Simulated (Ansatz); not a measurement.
# SnH2ClO2 (SMILES [OH][Sn]([OH])[Cl]): U-r2SCAN0/def2-SVP (core potential)

Aim: the energy change on altering one bond length of SnH2ClO2 at U-r2SCAN0/def2-SVP (core potential), from 2 runs. 

Program for the calculation: Ansatz 0.2.0.

63 further runs of the same task are left out: 63 set aside as unsound or not needed.

## (1) The system as given

SnH2ClO2 has 6 atoms, charge 0, and is taken as a doublet. SMILES: `[OH][Sn]([OH])[Cl]`. The shape is that of a PBE0-D4/def2-TZVP optimisation. This is one conformer, not always the lowest.

Bond lengths: O1–Sn2 1.969 Å, Sn2–O3 1.960 Å, Sn2–Cl4 2.349 Å, O1–H5 0.962 Å, O3–H6 0.964 Å. Angles: O1–Sn2–O3 101.9°, O1–Sn2–Cl4 109.1°, O3–Sn2–Cl4 108.0°, Sn2–O1–H5 114.3°, Sn2–O3–H6 110.7°.

## (2) A single-point energy at U-r2SCAN0/def2-SVP (core potential)

The input, run.yaml:

```yaml
crystal:
  periodic: [false, false, false]
  atoms:
    - {symbol: O, position_ang: [-0.447400, 1.400500, -0.158300]}
    - {symbol: Sn, position_ang: [0.371800, -0.318200, -0.659700]}
    - {symbol: O, position_ang: [1.256500, -0.847900, 1.007700]}
    - {symbol: Cl, position_ang: [-1.328200, -1.877100, -1.106600]}
    - {symbol: H, position_ang: [-1.182700, 1.666400, -0.718500]}
    - {symbol: H, position_ang: [1.372100, -0.087800, 1.589200]}
basis:
  gaussian:
    orbitals: def2-SVP
magnetization:
  spin_polarized: true
  initial_magnetization: 1
hamiltonian:
  xc: {name: r2SCAN0}
accuracy: high
output: {orbitals: {seedname: orbitals}}
```

On the command line:

```console
$ ansatz run run.yaml --threads 1 --pin off --max-ram 3480MiB --events-out events.jsonl --progress --plain --runs-dir runs
```

What it wrote:

```text
Warning: RAYON_NUM_THREADS=1 ignored (pool sized by the plan → 1); use --threads N
Functional definition: r2SCAN0
  name "r2SCAN0"
  parameter a = 0.25
  parameter k0 = 0.174
  parameter k1 = 0.065
  parameter a1 = 4.9479
  exchange = (1 - a)*r2scan_x(k0 = k0, k1 = k1, a1 = a1) + a*exact_x
  correlation = r2scan_c
1801 factors; integrals over basis functions are off by at most 3.3e-9 eV
mean field evaluation 1: about -22463.8181 eV, gradient 4.8e1 eV
mean field evaluation 2: about -22436.2164 eV, gradient 9.2e1 eV
mean field evaluation 4: about -22472.3025 eV, gradient 4.6e0 eV
mean field evaluation 8: about -22472.5264 eV, gradient 7.0e-1 eV
mean field evaluation 16: about -22472.5295 eV, gradient 8.9e-4 eV
mean field evaluation 32: about -22472.5295 eV, gradient 2.7e-8 eV
mean field -22472.52948167 eV, -825.8502260240 hartree, gradient 2.7e-8 eV, S^2 0.757009; 0 other end points of the search recorded, 0 dependent functions left out
reference -22472.52948395 eV, -825.8502261076 hartree; 29, 28 occupied and 53, 54 virtual orbitals, 1801 factors
Total energy: -22472.52948395 eV, -825.8502261076 hartree
```

Wall time 37 s (1 thread of Arm Neoverse V2, shared host); peak memory 0.57 GiB.

## (3) The distorted shape, same level

The input, input.yaml:

```yaml
crystal:
  periodic: [false, false, false]
  atoms:
    - {symbol: O, position_ang: [-0.580124, 1.479967, -0.408447]}
    - {symbol: Sn, position_ang: [0.239076, -0.238733, -0.909847]}
    - {symbol: O, position_ang: [1.256500, -0.847900, 1.007700]}
    - {symbol: Cl, position_ang: [-1.460924, -1.797633, -1.356747]}
    - {symbol: H, position_ang: [-1.315424, 1.745867, -0.968647]}
    - {symbol: H, position_ang: [1.372100, -0.087800, 1.589200]}
basis:
  gaussian: {orbitals: def2-SVP}
hamiltonian: {xc: {name: r2SCAN0}}
accuracy: high
magnetization: {spin_polarized: true, initial_magnetization: 1}
output: {orbitals: {seedname: orbitals}}
```

On the command line:

```console
$ ansatz run input.yaml --threads 1 --pin off --max-ram 3480MiB --events-out events.jsonl --progress --plain --runs-dir runs
```

What it wrote:

```text
Warning: RAYON_NUM_THREADS=1 ignored (pool sized by the plan → 1); use --threads N
Functional definition: r2SCAN0
  name "r2SCAN0"
  parameter a = 0.25
  parameter k0 = 0.174
  parameter k1 = 0.065
  parameter a1 = 4.9479
  exchange = (1 - a)*r2scan_x(k0 = k0, k1 = k1, a1 = a1) + a*exact_x
  correlation = r2scan_c
1785 factors; integrals over basis functions are off by at most 3.5e-9 eV
mean field evaluation 1: about -22462.1094 eV, gradient 4.9e1 eV
mean field evaluation 2: about -22396.5193 eV, gradient 1.2e2 eV
mean field evaluation 4: about -22471.2681 eV, gradient 1.2e1 eV
mean field evaluation 8: about -22471.8870 eV, gradient 6.6e-1 eV
mean field evaluation 16: about -22472.0231 eV, gradient 6.6e-3 eV
mean field evaluation 32: about -22472.0231 eV, gradient 4.5e-6 eV
mean field -22472.02306061 eV, -825.8316153932 hartree, gradient 8.5e-8 eV, S^2 0.770044; 0 other end points of the search recorded, 0 dependent functions left out
reference -22472.02306290 eV, -825.8316154771 hartree; 29, 28 occupied and 53, 54 virtual orbitals, 1785 factors
Total energy: -22472.02306290 eV, -825.8316154771 hartree
```

Wall time 43 s (1 thread of Arm Neoverse V2, shared host); peak memory 0.57 GiB.

## (4) Results

At U-r2SCAN0/def2-SVP (core potential):

```
                                                          quantity          value
                                         first shape: total energy  -825.85023 Eh
                   first shape: HOMO energy (highest over α and β)       -7.32 eV
                    first shape: LUMO energy (lowest over α and β)       -4.00 eV
                                                 first shape: ⟨S²⟩          0.757
                                     distorted shape: total energy  -825.83162 Eh
               distorted shape: HOMO energy (highest over α and β)       -7.63 eV
                distorted shape: LUMO energy (lowest over α and β)       -4.36 eV
                                             distorted shape: ⟨S²⟩          0.770
energy change with the Sn2–O3 bond stretched from 1.960 to 2.255 Å       0.506 eV
```

What this shows: With the Sn2–O3 bond stretched from 1.960 to 2.255 Å the energy rises by 0.51 eV (11.7 kcal/mol). The first shape isn't relaxed at this level, so the change isn't measured from a minimum.
